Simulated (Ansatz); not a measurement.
**Si started on a Cs site and Si started on a Cs site in perovskite CsCaF3, 40 atoms, charge 0**

Aim: let the atoms about the defect relax, then read the frontier levels by PBEsol, HSE06 and r²SCAN.

Method: density functional theory in Ansatz 0.2.0, PAW datasets, plane waves.

## 1. Starting point

40 atoms (6 Cs, 2 Si, 8 Ca, 24 F); a = 8.989 Å, b = 8.989 Å, c = 8.989 Å, α = 90.00°, β = 90.00°, γ = 90.00°. All atoms were shaken off their sites by about 0.02 Å along each axis. Defect site 1: (0.500, 0.500, 0.500). Defect site 2: (0.000, 0.000, 0.500).

Plan of the steps: (2) PBEsol relaxation at the single k point (¼, ¼, ¼), on 8 threads of Intel Xeon 6975P-C; (3) HSE06 single point at the single k point (¼, ¼, ¼), on 8 threads of Intel Xeon 6975P-C; (4) r²SCAN single point at the single k point (¼, ¼, ¼), on 8 threads of Intel Xeon 6975P-C.

## 2. PBEsol relaxation in the fixed cell

Contents of in.yaml:

```yaml
crystal:
  lattice:
    - [8.988828, 0.000000, 0.000000]
    - [0.000000, 8.988828, 0.000000]
    - [0.000000, 0.000000, 8.988828]
  atoms:
    - { symbol: Cs, position: [0.999230, 0.000647, 0.999256] }
    - { symbol: Cs, position: [0.996385, 0.499628, 0.999260] }
    - { symbol: Cs, position: [0.001326, 0.496542, 0.500758] }
    - { symbol: Cs, position: [0.500071, 0.003631, 0.997975] }
    - { symbol: Cs, position: [0.497113, 0.002725, 0.500886] }
    - { symbol: Cs, position: [0.497025, 0.502033, 0.000401] }
    - { symbol: Si, position: [0.000260, 0.002406, 0.497995] }
    - { symbol: Si, position: [0.500862, 0.499677, 0.503740] }
    - { symbol: Ca, position: [0.248072, 0.247457, 0.247737] }
    - { symbol: Ca, position: [0.248557, 0.251363, 0.750295] }
    - { symbol: Ca, position: [0.250599, 0.756764, 0.250512] }
    - { symbol: Ca, position: [0.248905, 0.748552, 0.749528] }
    - { symbol: Ca, position: [0.751143, 0.252484, 0.250262] }
    - { symbol: Ca, position: [0.750973, 0.249187, 0.752095] }
    - { symbol: Ca, position: [0.747722, 0.750697, 0.247255] }
    - { symbol: Ca, position: [0.749033, 0.752312, 0.751322] }
    - { symbol: F, position: [0.246520, 0.251124, 0.004660] }
    - { symbol: F, position: [0.248992, 0.247890, 0.496887] }
    - { symbol: F, position: [0.249981, 0.748811, 0.002640] }
    - { symbol: F, position: [0.250373, 0.750486, 0.497244] }
    - { symbol: F, position: [0.747219, 0.248016, 0.996609] }
    - { symbol: F, position: [0.755183, 0.253129, 0.502255] }
    - { symbol: F, position: [0.752682, 0.750090, 0.000854] }
    - { symbol: F, position: [0.750881, 0.751753, 0.502273] }
    - { symbol: F, position: [0.002056, 0.251106, 0.250187] }
    - { symbol: F, position: [0.998660, 0.250567, 0.751842] }
    - { symbol: F, position: [0.000588, 0.750133, 0.247263] }
    - { symbol: F, position: [0.000364, 0.748366, 0.747684] }
    - { symbol: F, position: [0.500436, 0.253767, 0.248610] }
    - { symbol: F, position: [0.503765, 0.252257, 0.749985] }
    - { symbol: F, position: [0.500046, 0.752051, 0.250569] }
    - { symbol: F, position: [0.500216, 0.751622, 0.749793] }
    - { symbol: F, position: [0.250397, 0.000682, 0.251828] }
    - { symbol: F, position: [0.249986, 0.002128, 0.748520] }
    - { symbol: F, position: [0.247525, 0.499949, 0.250073] }
    - { symbol: F, position: [0.245677, 0.500027, 0.747032] }
    - { symbol: F, position: [0.752203, 0.000050, 0.253225] }
    - { symbol: F, position: [0.752073, 0.003520, 0.752103] }
    - { symbol: F, position: [0.752763, 0.499688, 0.251170] }
    - { symbol: F, position: [0.750122, 0.501665, 0.749773] }
  symmetry: { detect: false }
kpoints:
  mp_grid: { grid: [1, 1, 1], shift: [0.25, 0.25, 0.25] }
hamiltonian:
  xc: pbesol
scf:
  occupations: { method: fermi_dirac, width: 0.01 }
relax:
  f_tol: 0.03
  max_steps: 80
  escape_saddle: false
  adjacent_minimum: "off"
output:
  forces: true
  eigenvalues: true
  populations: true
```

Launch:

```
$ ansatz run in.yaml --threads 8 --pin off --max-ram 13300MiB --runs-dir r --events-out ev --progress --plain
```

Log:

```text
Pseudopotentials: kind: paw
Functional definition: PBEsol
  exchange = pbesol_x
  correlation = pbesol_c
Crystal: 40 atoms, lattice volume = 726.289 Å³
Basis set: ecut = 420 eV, 14147 PW (Γ), exchange–correlation on 128×128×128 points (8 copies of the dense FFT grid, shifted against one another)
Bands: 195, of which v1, the nominal top of the filled ones, is band 155 counted from 1 (154 counted from 0)
Symmetry: 1 space group operations
k-points: 1
Non-local potential: Cs, projectors of the file, l = 0: 3, l = 1: 2, l = 2: 2, l = 3: 2
Non-local potential: Si, projectors of the file, l = 0: 2, l = 1: 2, l = 2: 2
Non-local potential: Ca, projectors of the file, l = 0: 3, l = 1: 2, l = 2: 2
Non-local potential: F, projectors of the file, l = 0: 2, l = 1: 2, l = 2: 1
PAW form: soft (Blöchl's): semilocal exchange-correlation on the pseudo side does not see the compensation charge
PAW frozen core: Cs, regenerated for the run's functional, and the local potential with it (the file was generated under x = pbe(κ = 0.804, μ = 0.2195149727645171), c = pbe(β = 0.06672455060314922))
PAW frozen core: Si, regenerated for the run's functional, and the local potential with it (the file was generated under x = pbe(κ = 0.804, μ = 0.2195149727645171), c = pbe(β = 0.06672455060314922))
PAW frozen core: Ca, regenerated for the run's functional, and the local potential with it (the file was generated under x = pbe(κ = 0.804, μ = 0.2195149727645171), c = pbe(β = 0.06672455060314922))
PAW frozen core: F, regenerated for the run's functional, and the local potential with it (the file was generated under x = pbe(κ = 0.804, μ = 0.2195149727645171), c = pbe(β = 0.06672455060314922))
PAW one-centre angular grid: Cs, 194 points (default); XC on 64 Gauss nodes
PAW one-centre angular grid: Si, 110 points (default); XC on 64 Gauss nodes
PAW one-centre angular grid: Ca, 110 points (default); XC on 64 Gauss nodes
PAW one-centre angular grid: F, 110 points (default); XC on 64 Gauss nodes
Initial density: superposition of atomic densities (neutral atoms: chi_scale 0, normalization atom), corrected by the library's trained network
Initial wavefunctions: pseudopotential atomic-orbital guess
Functional: x = pbesol(κ = 0.804, μ = 0.12345679012345678), c = pbesol(β = 0.046)
SCF iter   1: F=—  HF=-68375.913018 eV  |F-HF|=—  |Δ(HF+E_count)|=         —  Δρ=1.45e-2  dr2=1.37e0  ethr=1.77e-3  ⟨swp⟩=11.0  Hψ=1070  notcnv=0
preconditioner: auto → Resta (q_TF=auto, 2.367 Å⁻¹)  ε∞=3.2  [insulator: Δε(μ)=0.215 eV  Ē_g=15.886 eV  σ=0.010 eV  W_gap=1.00  n_scr=170 (ndim 8)  ℏωp=23.6 eV  f_vac=0.019  D(μ)=0.01/eV (n_scr^D=0)  ε∞_Penn≈3.2]
SCF iter   2: F=—  HF=-68375.608614 eV  |F-HF|=—  |Δ(HF+E_count)|=   3.04e-1  Δρ=5.80e-3  dr2=3.28e-1  ethr=4.41e-4  ⟨swp⟩=2.0  Hψ=306  notcnv=0  defer=32
preconditioner: auto → LDOS  [insulator: Δε(μ)=0.093 eV  Ē_g=16.001 eV  σ=0.010 eV  W_gap=0.98  n_scr=170 (ndim 8)  ℏωp=23.6 eV  f_vac=0.018  D(μ)=4.44/eV (n_scr^D=18)  ε∞_Penn≈3.2  β→1.0]
SCF iter   3: F=—  HF=-68375.650379 eV  |F-HF|=—  |Δ(HF+E_count)|=   4.18e-2  Δρ=1.32e-2  dr2=1.76e0  ethr=1.06e-4  ⟨swp⟩=4.0  Hψ=255  notcnv=0  defer=32  recentre
SCF iter   4: F=—  HF=-68375.569276 eV  |F-HF|=—  |Δ(HF+E_count)|=   8.11e-2  Δρ=3.65e-3  dr2=1.58e-1  ethr=1.06e-4  ⟨swp⟩=2.0  Hψ=308  notcnv=0  defer=32
SCF iter   5: F=—  HF=-68375.556102 eV  |F-HF|=—  |Δ(HF+E_count)|=   1.32e-2  Δρ=1.91e-3  dr2=3.28e-2  ethr=5.09e-5  ⟨swp⟩=2.0  Hψ=242  notcnv=0  defer=32
SCF iter   6: F=—  HF=-68375.556977 eV  |F-HF|=—  |Δ(HF+E_count)|=   8.75e-4  Δρ=1.34e-3  dr2=2.78e-2  ethr=1.06e-5  ⟨swp⟩=2.0  Hψ=242  notcnv=0  defer=32
SCF iter   7: F=—  HF=-68375.555352 eV  |F-HF|=—  |Δ(HF+E_count)|=   1.62e-3  Δρ=5.54e-4  dr2=6.04e-3  ethr=8.98e-6  ⟨swp⟩=2.0  Hψ=164  notcnv=0  defer=32
SCF iter   8: F=—  HF=-68375.551267 eV  |F-HF|=—  |Δ(HF+E_count)|=   4.09e-3  Δρ=1.07e-3  dr2=1.35e-2  ethr=1.95e-6  ⟨swp⟩=2.0  Hψ=238  notcnv=0  defer=32
SCF iter   9: F=—  HF=-68375.550529 eV  |F-HF|=—  |Δ(HF+E_count)|=   7.38e-4  Δρ=5.65e-4  dr2=5.98e-3  ethr=1.95e-6  ⟨swp⟩=1.0  Hψ=195  notcnv=0  defer=32
SCF iter  10: F=—  HF=-68375.550012 eV  |F-HF|=—  |Δ(HF+E_count)|=   5.17e-4  Δρ=3.91e-4  dr2=2.32e-3  ethr=1.93e-6  ⟨swp⟩=2.0  Hψ=164  notcnv=0  defer=32
SCF iter  11: F=—  HF=-68375.549699 eV  |F-HF|=—  |Δ(HF+E_count)|=   3.13e-4  Δρ=3.10e-4  dr2=1.59e-3  ethr=7.49e-7  ⟨swp⟩=2.0  Hψ=238  notcnv=0  defer=32
SCF iter  12: F=—  HF=-68375.549904 eV  |F-HF|=—  |Δ(HF+E_count)|=   2.04e-4  Δρ=5.95e-4  dr2=3.74e-3  ethr=5.13e-7  ⟨swp⟩=2.0  Hψ=243  notcnv=0  defer=32  recentre
SCF iter  13: F=—  HF=-68375.549849 eV  |F-HF|=—  |Δ(HF+E_count)|=   5.43e-5  Δρ=2.60e-4  dr2=7.41e-4  ethr=5.13e-7  ⟨swp⟩=1.0  Hψ=163  notcnv=0  defer=32
SCF iter  14: F=—  HF=-68375.549841 eV  |F-HF|=—  |Δ(HF+E_count)|=   8.67e-6  Δρ=9.74e-5  dr2=1.67e-4  ethr=2.39e-7  ⟨swp⟩=2.0  Hψ=238  notcnv=0  defer=32
SCF iter  15: F=—  HF=-68375.549854 eV  |F-HF|=—  |Δ(HF+E_count)|=   1.36e-5  Δρ=5.07e-5  dr2=4.77e-5  ethr=5.39e-8  ⟨swp⟩=2.0  Hψ=238  notcnv=0  defer=32
SCF iter  16: F=-68375.549848 eV  HF=-68375.549858 eV  |F-HF|=9.66e-6  |Δ(HF+E_count)|=   3.44e-6  Δρ=4.14e-5  dr2=2.20e-5  ethr=7.26e-9  ⟨swp⟩=10.0  Hψ=938  notcnv=0
SCF 1 converged in 16 iterations: F = -68375.549848 eV  dr2 = 2.20e-5
relax step   1: F+E_penalty+E_count = -68375.54984819 eV  Δ(F+E_penalty+E_count) = +0.000e0 eV  max|allowed force component| = 5.922e-1 eV/Å  Δτ_max = 0.0000 Å  (16 SCF iters, dr2 threshold 2.25e-5 eV, accepted)
[... from here on, the SCF cycles and remarks between the steps are left out ...]
relax step   2: F+E_penalty+E_count = -68375.70784618 eV  Δ(F+E_penalty+E_count) = -1.580e-1 eV  max|allowed force component| = 2.614e-1 eV/Å  Δτ_max = 0.1041 Å  (20 SCF iters, dr2 threshold 2.19e-5 eV, accepted)
relax step   3: F+E_penalty+E_count = -68375.79467607 eV  Δ(F+E_penalty+E_count) = -8.683e-2 eV  max|allowed force component| = 1.741e-1 eV/Å  Δτ_max = 0.0761 Å  (17 SCF iters, dr2 threshold 4.27e-6 eV, accepted)
relax step   4: F+E_penalty+E_count = -68376.04439624 eV  Δ(F+E_penalty+E_count) = -2.497e-1 eV  max|allowed force component| = 4.210e-1 eV/Å  Δτ_max = 0.1983 Å  (14 SCF iters, dr2 threshold 5.91e-6 eV, accepted)
relax step   5: F+E_penalty+E_count = -68376.46600134 eV  Δ(F+E_penalty+E_count) = -4.216e-1 eV  max|allowed force component| = 6.757e-1 eV/Å  Δτ_max = 0.1967 Å  (11 SCF iters, dr2 threshold 7.86e-5 eV, accepted)
relax step   6: F+E_penalty+E_count = -68377.13278536 eV  Δ(F+E_penalty+E_count) = -6.668e-1 eV  max|allowed force component| = 8.990e-1 eV/Å  Δτ_max = 0.1951 Å  (10 SCF iters, dr2 threshold 1.00e-4 eV, accepted)
relax step   7: F+E_penalty+E_count = -68378.03094300 eV  Δ(F+E_penalty+E_count) = -8.982e-1 eV  max|allowed force component| = 1.043e0 eV/Å  Δτ_max = 0.1965 Å  (8 SCF iters, dr2 threshold 1.00e-4 eV, accepted)
relax step   8: F+E_penalty+E_count = -68378.79502039 eV  Δ(F+E_penalty+E_count) = -7.641e-1 eV  max|allowed force component| = 1.172e0 eV/Å  Δτ_max = 0.1952 Å  (8 SCF iters, dr2 threshold 1.00e-4 eV, accepted)
relax step   9: F+E_penalty+E_count = -68379.09672706 eV  Δ(F+E_penalty+E_count) = -3.017e-1 eV  max|allowed force component| = 3.918e-1 eV/Å  Δτ_max = 0.2000 Å  (8 SCF iters, dr2 threshold 1.00e-4 eV, accepted)
relax step  10: F+E_penalty+E_count = -68379.33559976 eV  Δ(F+E_penalty+E_count) = -2.389e-1 eV  max|allowed force component| = 6.360e-1 eV/Å  Δτ_max = 0.1949 Å  (9 SCF iters, dr2 threshold 1.72e-5 eV, accepted)
relax step  11: F+E_penalty+E_count = -68379.70143126 eV  Δ(F+E_penalty+E_count) = -3.658e-1 eV  max|allowed force component| = 8.299e-1 eV/Å  Δτ_max = 0.1979 Å  (7 SCF iters, dr2 threshold 4.52e-5 eV, accepted)
relax step  12: F+E_penalty+E_count = -68379.88324762 eV  Δ(F+E_penalty+E_count) = -1.818e-1 eV  max|allowed force component| = 7.199e-1 eV/Å  Δτ_max = 0.1947 Å  (6 SCF iters, dr2 threshold 1.00e-4 eV, accepted)
relax step  13: F+E_penalty+E_count = -68380.01570455 eV  Δ(F+E_penalty+E_count) = -1.325e-1 eV  max|allowed force component| = 4.163e-1 eV/Å  Δτ_max = 0.1924 Å  (6 SCF iters, dr2 threshold 1.00e-4 eV, accepted)
relax step  14: F+E_penalty+E_count = -68380.04800719 eV  Δ(F+E_penalty+E_count) = -3.230e-2 eV  max|allowed force component| = 1.770e-1 eV/Å  Δτ_max = 0.0677 Å  (5 SCF iters, dr2 threshold 5.79e-5 eV, accepted)
relax step  15: F+E_penalty+E_count = -68380.03536987 eV  Δ(F+E_penalty+E_count) = +1.264e-2 eV  max|allowed force component| = 1.919e-1 eV/Å  Δτ_max = 0.2000 Å  (8 SCF iters, dr2 threshold 5.66e-6 eV, rejected (line search))
relax step  16: F+E_penalty+E_count = -68380.07353975 eV  Δ(F+E_penalty+E_count) = -2.553e-2 eV  max|allowed force component| = 5.911e-2 eV/Å  Δτ_max = 0.0976 Å  (9 SCF iters, accepted)
relax step  17: F+E_penalty+E_count = -68380.07646097 eV  Δ(F+E_penalty+E_count) = -2.921e-3 eV  max|allowed force component| = 6.670e-2 eV/Å  Δτ_max = 0.0477 Å  (8 SCF iters, accepted)
relax step  18: F+E_penalty+E_count = -68380.07859204 eV  Δ(F+E_penalty+E_count) = -2.131e-3 eV  max|allowed force component| = 3.447e-2 eV/Å  Δτ_max = 0.0191 Å  (8 SCF iters, accepted)
relax step  19: F+E_penalty+E_count = -68380.07950424 eV  Δ(F+E_penalty+E_count) = -9.122e-4 eV  max|allowed force component| = 1.696e-2 eV/Å  Δτ_max = 0.0135 Å  (7 SCF iters, accepted)
SCF converged after 7 iterations
Free energy (F): -68380.079504 eV
Harris-Foulkes:  -68380.079504 eV  (|F-HF|=2.32e-8)
Internal energy: -68380.079504 eV  (E = F + TS)
E sigma→0 (E₀):  -68380.079504 eV
Fermi energy:    7.895431 eV
--- Per-component energies (eV) ---
  E_band       = -2159.799389
  E_kinetic    = 8126.281574
  E_local      = -23901.645949  (includes V_loc(G=0)·N_el)
  E_nonlocal   = 2525.124646
  E_hartree    = 8995.279576
  E_xc         = -4136.877809
  E_vxc        = -4669.700567  (∫ρ·V_xc dr)
  E_paw        = -42238.257878  (= ΣΔE_a)
  E_vpaw       = -2230.455914  (= ΣTr[D̂ρ^β])
  E_aug_tail   = 0.048715  (compensation charges beyond the density's cutoff)
  E_ewald      = -17752.929439
  E_core_change = 2.897060  (= ΣΔE_core)
  E_smearing   = -0.000000  (= −TS)
  E_closure    = -0.000000  (closes the sum)
  Σ components = -68380.079504   (vs F -68380.079504, Δ=0.00e0)
--- Forces (eV/Å), atoms counted from 1 ---
  atom   1  Cs    -0.00074123     0.00100193     0.00346302
  atom   2  Cs     0.00009134    -0.00073337     0.00267193
  atom   3  Cs    -0.00137539    -0.00191895    -0.00029669
  atom   4  Cs    -0.00010826    -0.00001044     0.00226957
  atom   5  Cs     0.00174630     0.00112190     0.00042003
  atom   6  Cs    -0.00138777     0.00124473     0.00500044
  atom   7  Si    -0.00450604     0.00361808     0.00115253
  atom   8  Si     0.00217739    -0.00362143    -0.01655660
  atom   9  Ca     0.00202568     0.00476458    -0.00660699
  atom  10  Ca    -0.00599501    -0.00042225     0.00408765
  atom  11  Ca     0.00240107    -0.00269462     0.00632492
  atom  12  Ca     0.00105396    -0.00187032    -0.00295063
  atom  13  Ca    -0.00099946     0.00292134     0.01293045
  atom  14  Ca    -0.00169234     0.00364114     0.01271618
  atom  15  Ca    -0.00532467    -0.00483942    -0.00598467
  atom  16  Ca     0.00000812     0.00526103     0.00267718
  atom  17  F      0.00202955    -0.00092111    -0.00159130
  atom  18  F      0.00335949    -0.00562403     0.00092026
  atom  19  F     -0.00181078     0.00192230    -0.00293607
  atom  20  F      0.00144994    -0.00062479     0.00058372
  atom  21  F      0.00253494    -0.00349155    -0.01508963
  atom  22  F     -0.00684300     0.00531826    -0.01695965
  atom  23  F      0.00080933    -0.00212706    -0.00093741
  atom  24  F      0.00528097    -0.00189378     0.00099906
  atom  25  F     -0.00322209     0.00297301    -0.00126050
  atom  26  F      0.00653469    -0.00094713     0.00108464
  atom  27  F     -0.00184673    -0.00028716    -0.00125129
  atom  28  F     -0.00116498     0.00533269    -0.00160581
  atom  29  F      0.00222260    -0.00165539    -0.00172940
  atom  30  F     -0.00128619    -0.00704376     0.00841576
  atom  31  F      0.00109537     0.00248797     0.00031128
  atom  32  F     -0.00224332    -0.00050416     0.00162197
  atom  33  F      0.00138803     0.00127547    -0.00141731
  atom  34  F     -0.00472176     0.00115104    -0.00123486
  atom  35  F     -0.00197363    -0.00004304     0.00075955
  atom  36  F      0.00060539     0.00253218     0.00139439
  atom  37  F     -0.00152412     0.00279270    -0.00141069
  atom  38  F      0.00175595    -0.00734730     0.00245337
  atom  39  F      0.00127045    -0.00143606     0.00008547
  atom  40  F      0.00888624     0.00071692     0.00746762
  max |Σ_I F_I| component: 4.00e-5 eV/Å
--- Band table (eV) ---
  k-point 0: bands = [... 143 lower levels ..., "2.0447", "2.0589", "2.1048", "2.1213", "2.1350", "2.1584", "2.2118", "2.2532", "2.2827", "3.1508", "4.0734", "7.2405", "8.5503", "8.9771", "9.1302", "9.3003", "9.9632", "10.2563", "10.3517", "10.5313", "10.5878", "10.6470", "10.7444", "10.7830", ... 28 higher levels ...]
--- Relaxed structure (19 steps of the walk, 18 accepted, 0 SCFs on fresh bases) ---
  F+E_penalty+E_count = -68380.07950424 eV   max|allowed force component| = 1.696e-2 eV/Å
  atoms:
    - { symbol: Cs, position: [1.01641430804621, -0.015703253810651775, 1.0027072337346534] }
    - { symbol: Cs, position: [1.0108394622593462, 0.5009987080811875, 1.0019994940623964] }
    - { symbol: Cs, position: [0.02180333584691334, 0.5138982178837214, 0.4970284827686859] }
[... 1 atom left out ...]
    - { symbol: Cs, position: [0.48675886381021227, -0.020803049242316084, 0.49672435501252316] }
[... 1 atom left out ...]
    - { symbol: Si, position: [-0.06765215703241781, 0.06858660153495576, 0.42725811154576615] }
    - { symbol: Si, position: [0.5371567355718914, 0.46304935314219386, 0.5979332878960131] }
    - { symbol: Ca, position: [0.25752713557571705, 0.24121522216604632, 0.25628507045695115] }
    - { symbol: Ca, position: [0.24268924999982708, 0.2476006006345674, 0.7486321997129837] }
[... 7 atoms left out ...]
    - { symbol: F, position: [0.2606677578794928, 0.2540412734248219, 0.5031062543954011] }
[... 14 atoms left out ...]
    - { symbol: F, position: [0.2717170375803445, -0.0044974751375491855, 0.2318036548303496] }
    - { symbol: F, position: [0.27249856700641634, 0.0013167708582620921, 0.7626785181651531] }
[... 1 atom left out ...]
    - { symbol: F, position: [0.2505032643799441, 0.4958879137319481, 0.7685380513501543] }
[... 4 atoms left out; the next input holds them all, rounded ...]
--- Löwdin populations: 40 sites ---
  site symbol       q [e]
     0     Cs      8.1206
     1     Cs      8.1127
     2     Cs      8.1260
     3     Cs      8.1143
     4     Cs      8.1259
     5     Cs      8.1192
     6     Si      4.1248
     7     Si      3.0447
     8     Ca      8.2609
     9     Ca      8.2572
    10     Ca      8.2642
    11     Ca      8.2629
    12     Ca      8.2735
    13     Ca      8.3168
    14     Ca      8.2591
    15     Ca      8.2566
    16      F      7.7683
    17      F      7.7554
    18      F      7.7686
    19      F      7.7700
    20      F      7.7652
    21      F      7.5044
    22      F      7.7690
    23      F      7.7555
    24      F      7.5824
    25      F      7.7609
    26      F      7.7675
    27      F      7.7693
    28      F      7.7659
    29      F      7.5468
    30      F      7.7698
    31      F      7.7544
    32      F      7.7664
    33      F      7.7703
    34      F      7.7704
    35      F      7.7526
    36      F      7.5828
    37      F      7.7594
    38      F      7.7644
    39      F      7.5462
  spilling = 0.008628 (of n_electrons = 310.000000)
```

Run time: 50 s. Hardware: 8 threads of Intel Xeon 6975P-C, shared host; peak memory 1.3 GiB.

The walk:

```
accepted step  energy change (eV)  largest force component (eV/Å)  SCF cycles
            1               0.000                           0.592          16
            2              -0.158                           0.261          20
            3              -0.245                           0.174          17
            4              -0.495                           0.421          14
            5              -0.916                           0.676          11
            6              -1.583                           0.899          10
            7              -2.481                           1.043           8
            8              -3.245                           1.172           8
            9              -3.547                           0.392           8
           10              -3.786                           0.636           9
           11              -4.152                           0.830           7
           12              -4.333                           0.720           6
           13              -4.466                           0.416           6
           14              -4.498                           0.177           5
           15              -4.524                           0.059           9
           16              -4.527                           0.067           8
           17              -4.529                           0.034           8
           18              -4.530                           0.017           7
```

Largest shifts, less the median shift:

```
atom  shift (Å)      dx      dy      dz
 F22      1.345  -0.987   0.911  -0.074
 Si7      1.104  -0.648   0.630  -0.634
 Si8      0.943   0.289  -0.294   0.848
 F40      0.596  -0.517  -0.025  -0.296
 F30      0.576  -0.021   0.495  -0.295
 F25      0.415  -0.104  -0.339   0.216
 F37      0.377   0.307   0.095   0.197
Ca14      0.292   0.148  -0.143  -0.207
```

Distances from the placed atom Si8:

```
atom  before (Å)  after (Å)  own shift (Å)
 F22       3.184      1.708          1.294
 F40       3.148      1.811          0.568
 F30       3.138      1.813          0.547
 F36       3.169      3.013          0.202
 F32       3.166      3.018          0.172
Ca14       3.887      3.200          0.331
 F18       3.202      3.230          0.131
 F24       3.191      3.234          0.115
```

Top filled level 7.241 eV, lowest empty level 8.550 eV: 1.31 eV apart at the single k point (¼, ¼, ¼).

(Part 1 of 3 ends here.)
